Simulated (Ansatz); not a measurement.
**As2H3 (doublet): from Hartree-Fock to the top rungs at distance As1–As2 = 2.421 Å, cc-pVDZ**

An exercise on one series of results from a longer session: the logs are not shown, and one member is left open.

Method: cc-pVDZ, core rule «outside noble gas», up to 28 orbitals frozen; program: Ansatz 0.2.0, Gaussian basis.

The runs, in order: UHF; CCSD(T) on ROHF; CCSD(T) on UHF; BCCD(T) on ROHF; CISD; CCSDT(Q) on ROHF; CCSDT(Q) on UHF; CASSCF and MRCISD+Q, 3 electrons in 3 orbitals; CASSCF and NEVPT2, 3 electrons in 3 orbitals.

34 further runs of the same task are left out: 5 for a known fault of the program, 22 that didn't finish, 7 set aside as unsound or not needed.

### The geometry

The geometry derives from a PBE0/def2-TZVP stationary point (not a proven minimum). One bond is set to the value named and the two fragments are kept rigid. No spin-orbit coupling is included. The filled d shell of As may be among the frozen orbitals whatever the setting's name suggests; the logs give the count.

5 atoms, charge 0, spin multiplicity 2.

Atoms are counted from 1 here; the program's logs count them from 0.

Bond lengths: As1–As2 2.421 Å, As1–H3 1.524 Å, As1–H4 1.522 Å, As2–H5 1.528 Å. Angles: As2–As1–H3 95.2°, As2–As1–H4 93.7°, H3–As1–H4 92.9°, As1–As2–H5 90.7°.

The first run:

in.yaml reads:

```yaml
crystal:
  periodic: [false, false, false]
  atoms:
    - {symbol: As, position_ang: [0.044935, 0.028439, 1.200164]}
    - {symbol: As, position_ang: [-0.020577, -0.040135, -1.219332]}
    - {symbol: H, position_ang: [-1.295538, 0.736132, 1.353769]}
    - {symbol: H, position_ang: [-0.578949, -1.351358, 1.353196]}
    - {symbol: H, position_ang: [0.063884, 1.484618, -1.282235]}
basis:
  gaussian: {orbitals: cc-pVDZ}
magnetization: {spin_polarized: true, initial_magnetization: 1}
hamiltonian: {xc: hf}
output: {orbitals: {seedname: orbitals}}
```

Run with:

```bash
$ ansatz run in.yaml --threads 1 --pin off --events-out ev --progress --plain --max-ram 2393MiB
```

Steps of the session up to this table: UHF; CCSD(T) on ROHF; CCSD(T) on UHF; BCCD(T) on ROHF; CISD; CCSDT(Q) on ROHF; CCSDT(Q) on UHF; CASSCF and MRCISD+Q, 3 electrons in 3 orbitals; CASSCF and NEVPT2, 3 electrons in 3 orbitals.

One of the session's tables, all rows but one given; the rest of the session is left out.

It belongs to the step «Misses and costs». 

```
   method  from UCCSDT(Q) (meV)
     ROHF               +6977.1
      UHF               +6866.4
     RMP2               +1314.1
     UMP2               +1323.1
     CISD                +874.1
    RCCSD                +238.4
    UCCSD                +233.5
 RCCSD(T)                 +43.5
 UCCSD(T)                     ?
  BCCD(T)                 +42.7
   RCCSDT                 +14.1
   UCCSDT                 +11.3
RCCSDT(Q)                  +3.0
UCCSDT(Q)                     0
```

Estimate the missing values for UCCSD(T).

As computed: from UCCSDT(Q) (meV): +41.2. In the column «from UCCSDT(Q) (meV)» it lies between RCCSDT (+14.1) and BCCD(T) (+42.7).

Left out of the table: CASSCF pair, NEVPT2 pair, MRCISD pair, MRCISD+Q pair (the active space lost an orbital or holds another state than full CI finds).

To keep in mind: Restricted and unrestricted rows rest on different reference determinants; where their highest levels disagree by more than a few hundredths of an eV, they describe different states and don't form one ladder. Warnings in the runs' records: passed over end.
